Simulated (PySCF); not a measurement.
# A diatomic session: ScBr

The task here is to estimate one member of a computed series from the others.

Computed with PySCF 2.14.0. Level: Sc def2-TZVPP, Br def2-TZVPP, no relativity.

The first run:

A driver script around PySCF takes these settings:

```yaml
atoms: Sc, Br
charge: 0
basis: Sc def2-TZVPP, Br def2-TZVPP
Hamiltonian: no relativity
basis_functions: 112
electrons_treated: 56
masses_in_u: 44.9559, 78.9183
levels: PBE0, PBE, r²SCAN, PBEsol, B2PLYP, TPSS, B97-3, LC-ωPBE, HF, MP2, SCS-MP2
grid: 80 radial by 434 angular points
occupations: held fixed by the projection of orbital angular momentum
dissociation_limit: Sc + Br, each in its ground configuration
starting_distance_in_angstrom: 2.435
values_of_2S_to_try: 0, 2, 4
```

Run with:

```
OMP_NUM_THREADS=2 python dia.py task.json out
```

Steps of the session up to this table: Set-up; First curve: PBE0; Other states along the same grid; PBE; r²SCAN (meta-GGA); PBEsol; B2PLYP (double hybrid); TPSS (meta-GGA); B97-3; LC-ωPBE (range-separated hybrid); UHF (mean field).

One table of the session follows, with a row left open; its other results are not shown here.

It belongs to the step «The curves together». Energy (eV) from each level's lowest point:

| R (Å) | UHF | UHF-MP2 | UHF-SCS-MP2 | PBE | PBEsol |
| --- | --- | --- | --- | --- | --- |
| 2.130 | 1.515 | 1.020 | 1.119 | 0.817 | 0.708 |
| 2.229 | ? | ? | ? | ? | ? |
| 2.328 | 0.353 | 0.158 | 0.191 | 0.095 | 0.058 |
| 2.403 | 0.155 | 0.042 | 0.057 | 0.014 | 0.000 |
| 2.477 | 0.044 | 0.000 | 0.000 | 0.000 | 0.006 |
| 2.551 | 0.000 | 0.014 | 0.002 | 0.036 | 0.060 |
| 2.650 | 0.019 | 0.098 | 0.071 | 0.140 | 0.184 |
| 2.774 | 0.131 | 0.272 | 0.230 | 0.329 | 0.395 |
| 2.923 | 0.344 | 0.541 | 0.487 | 0.604 | 0.691 |
| 3.121 | 0.694 | 0.946 | 0.879 | 0.998 | 1.106 |

Estimate the missing values for R (Å) = 2.229.

Worked estimate for «UHF». A straight line through the neighbours (2.130, 1.515) and (2.328, 0.353) gives 1.515 + (0.353 − 1.515) × (2.229 − 2.130) / (2.328 − 2.130) = 0.934; a parabola fitted to 3 rows on both sides gives 0.818.

The run gave: UHF: 0.795; UHF-MP2: 0.467; UHF-SCS-MP2: 0.529; PBE: 0.343; PBEsol: 0.273. In «UHF» the line misses by +0.139 and the parabola by +0.023.

To keep in mind: The state is the lowest single determinant that the PBE0 search found; with open d or f shells the true ground state can be another one.
